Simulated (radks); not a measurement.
**Pd in [Kr] 4d10: an all-electron calculation**

An exercise on one series of results from a longer session: the logs are not shown, and one member is left open.

The numbers are computed with radks (a radial shooting solver on a logarithmic mesh, Libxc functionals) version 1 (Dirac Kohn-Sham, LDA (Slater exchange, VWN5 correlation), spin-unpolarised, spherical densities, finite nucleus), except any that are marked as measured or tabulated.

## What is computed

* element: palladium (Z = 46)
* charge: 0
* electrons: 46
* configuration: [Kr] 4d10
* nuclear rms radius: 4.5318 fm

The outer shells:

Pd
```
[Kr] core
4d [↑↓][↑↓][↑↓][↑↓][↑↓]
```

The first run:

Settings of this run:

```text
Z 46
configuration [Kr] 4d10
relativity Dirac
functional lda,vwn5
spin unpolarised
j_filling energy
nucleus finite rms 4.5318 fm
c 137.035999084
```

The run is started by

```
$ python run_ks.py task.json out
```

All runs below come from this command, one after another.

One table of the session follows, with a row left open; its other results are not shown here.

It belongs to the step «Orbitals and density». From the orbitals of this run (lengths in bohr):

| level | <r> | outermost maximum (interpolated) | 90 % within | nodes |
| --- | --- | --- | --- | --- |
| 1s1/2 | 0.03188 | 0.0207 | 0.0572 | 0 |
| 2s1/2 | 0.1381 | 0.117 | 0.214 | 1 |
| 2p1/2 | 0.1172 | 0.0905 | 0.192 | 0 |
| 2p3/2 | 0.1222 | 0.0947 | 0.199 | 0 |
| 3s1/2 | 0.3798 | 0.342 | 0.560 | 2 |
| 3p1/2 | 0.3717 | 0.329 | 0.561 | 1 |
| 3p3/2 | 0.3826 | 0.339 | 0.576 | 1 |
| 3d3/2 | 0.3559 | 0.280 | 0.565 | 0 |
| 3d5/2 | ? | ? | ? | ? |
| 4s1/2 | 0.9459 | 0.850 | 1.38 | 3 |
| 4p1/2 | 1.021 | 0.892 | 1.52 | 2 |
| 4p3/2 | 1.054 | 0.917 | 1.57 | 2 |
| 4d3/2 | 1.570 | 1.09 | 2.62 | 1 |
| 4d5/2 | 1.606 | 1.11 | 2.70 | 1 |

Q: Estimate the row for 3d5/2 from the others.

The run gave: <r>: 0.3594; outermost maximum (interpolated): 0.283; 90 % within: 0.570; nodes: 0. In the column «<r>» it lies between 3d3/2 (0.3559) and 3p1/2 (0.3717).
